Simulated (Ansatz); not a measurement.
FGeH2I, SMILES [F][GeH2][I], a short molecular-dynamics run

Program: Ansatz 0.2.0, Python API.

The cells in order, each with its output:

```python
from dataclasses import dataclass
import warnings

import ansatz as az
import numpy as np


@dataclass(frozen=True)
class RunConfig:
    basis_set: str = "def2-SVP"
    xc: str = "blyp"
    vdw: str = "d3bj"
    n_steps: int = 30
    temperature_k: int = 300
```

```python
cfg = RunConfig()
```

```python
warnings.simplefilter("ignore", az.DeckWarning)

system = (
    az.Crystal.molecule()
    .atom("F", [-0.2634, -0.8583, 1.5772])
    .atom("Ge", [0.1437, -0.1113, 0.0232])
    .atom("I", [-1.7398, 1.4197, -0.8077])
    .atom("H", [0.4555, -1.2272, -1.0151])
    .atom("H", [1.4538, 0.7036, 0.1811])
)
```

```python
base = (
    system.calculation()
    .basis(gaussian=cfg.basis_set)
    .functional(cfg.xc, dispersion=cfg.vdw)
)
symbols = [site.symbol for site in system.cartesian_sites]
start = np.array([site.position_ang for site in system.cartesian_sites], dtype=float)
data = base.relax(force_tolerance=0.02).run(threads=1, pin="off").report
end = np.array(data["positions_ang"])
minimum = az.Crystal.molecule()
for symbol, place in zip(symbols, end):
    minimum = minimum.atom(symbol, place.tolist())

base = (
    minimum.calculation()
    .basis(gaussian=cfg.basis_set)
    .functional(cfg.xc, dispersion=cfg.vdw)
    .md("nve", timestep=0.25, steps=cfg.n_steps, temperature=cfg.temperature_k, initial_velocities="maxwell_boltzmann", seed=20)
)
frames = []
res = base.session().plan().execute(on_event=lambda e: frames.append(e["data"]) if e["event"] == "md_step" else None)
print("t (fs)   E_pot (eV)      E_kin (eV)   T (K)   d(0-1) (A)")
for f in frames[::2]:
    xyz = np.array(f["positions_ang"])
    print(f"{f['time_fs']:6.2f} {f['lagrangian_ev']:14.5f} {f['e_kin_ev']:10.5f} {f['temperature_k']:8.1f} {np.linalg.norm(xyz[0] - xyz[1]):9.4f}")
kept = np.array([f["conserved_ev"] for f in frames])
print(f"conserved energy moves by at most {1000 * np.ptp(kept):.3f} meV")
symbols = [site.symbol for site in system.cartesian_sites]
with open("last_frame.xyz", "w") as handle:
    handle.write(f"{len(symbols)}\nt = {frames[-1]['time_fs']} fs\n")
    handle.writelines("{:2s} {:10.5f} {:10.5f} {:10.5f}\n".format(s, *xyz) for s, xyz in zip(symbols, frames[-1]["positions_ang"]))
```

    t (fs)   E_pot (eV)      E_kin (eV)   T (K)   d(0-1) (A)
      0.00   -67360.80995    0.11633    300.0    1.7628
      0.50   -67360.80908    0.11547    297.8    1.7663
      1.00   -67360.80689    0.11328    292.1    1.7698
      1.50   -67360.80354    0.10994    283.5    1.7732
      2.00   -67360.79924    0.10563    272.4    1.7767
      2.50   -67360.79422    0.10062    259.5    1.7800
      3.00   -67360.78874    0.09514    245.4    1.7833
      3.50   -67360.78303    0.08944    230.7    1.7866
      4.00   -67360.77730    0.08371    215.9    1.7897
      4.50   -67360.77169    0.07811    201.4    1.7928
      5.00   -67360.76630    0.07271    187.5    1.7957
      5.50   -67360.76115    0.06756    174.2    1.7985
      6.00   -67360.75623    0.06264    161.5    1.8012
      6.50   -67360.75148    0.05789    149.3    1.8037
      7.00   -67360.74682    0.05323    137.3    1.8061
      7.50   -67360.74217    0.04858    125.3    1.8084
    conserved energy moves by at most 0.026 meV

`last_frame.xyz`, as written:
```text
5
t = 7.5 fs
F    -0.27526   -0.84267    1.55874
Ge    0.19338   -0.10060   -0.02235
I    -1.71460    1.38030   -0.78494
H     0.33826   -1.16362   -1.14799
H     1.49828    0.73587    0.15291
```

What to keep in mind:
- Total energies depend on the basis set; only differences at equal settings carry meaning.
- The trajectory is only some femtoseconds long, so its temperature is not equilibrated; where the script doesn't relax first, it starts from a rough generated geometry.
- def2 sets replace the cores of elements past krypton by effective core potentials.
- The temperature counts the internal degrees of freedom alone.
- Timing: 79 s on 1 thread of Arm Neoverse V1 (shared host), peak memory 0.2 GiB.

(Lines on the test bed's own set-up are left out of the output.)
